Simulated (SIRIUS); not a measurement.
Runs of SIRIUS 7.10.0 on In3As. Symmetry: Pm-3m, No. 221, cubic system. Conventional cell: a = 4.672 Å, b = 4.672 Å, c = 4.672 Å, α = 90.00°, β = 90.00°, γ = 90.00°. In (site symmetry 4/mmm) has 8 In at 3.30 Å and 4 As at 3.30 Å as nearest neighbours. As (site symmetry m-3m) has 12 In at 3.30 Å as nearest neighbours. The cell comes from a database or a generator and needn't be the stable form of this composition.

```csv
level,libxc names,gap on the mesh (eV),pressure (GPa)
LDA-VWN,"["XC_LDA_X", "XC_LDA_C_VWN"]",none,-3.8
AM05,"["XC_GGA_X_AM05", "XC_GGA_C_AM05"]",none,-2.3
PW91,"["XC_GGA_X_PW91", "XC_GGA_C_PW91"]",none,0.6
revPBE,"["XC_GGA_X_PBE_R", "XC_GGA_C_PBE"]",none,(a)
BLYP,"["XC_GGA_X_B88", "XC_GGA_C_LYP"]",none,5.2
PBE,"["XC_GGA_X_PBE", "XC_GGA_C_PBE"]",none,0.6
xPBE,"["XC_GGA_X_XPBE", "XC_GGA_C_XPBE"]",none,(b)
RPBE,"["XC_GGA_X_RPBE", "XC_GGA_C_PBE"]",none,2.1
```

Alike in all rows: task single point; potentials or basis PseudoDojo 0.4.1 PBE standard (scalar relativistic); no spin polarisation; cell as given; k mesh 3 × 3 × 3; cutoff (eV) 1152; smearing fermi-dirac 0.05 eV; the mesh is coarse, so values aren't converged.

Task: Fill in the values left out.

Result: (a) 1.7; (b) 1.4.

Caveats: all runs use coarse meshes; the potentials were made for another functional, which shifts forces and pressure (some runs).

A k mesh can miss the band edges, and the runs leave out spin-orbit coupling on As, In.

A gap of «none» marks a metal or a gap under the smearing width.
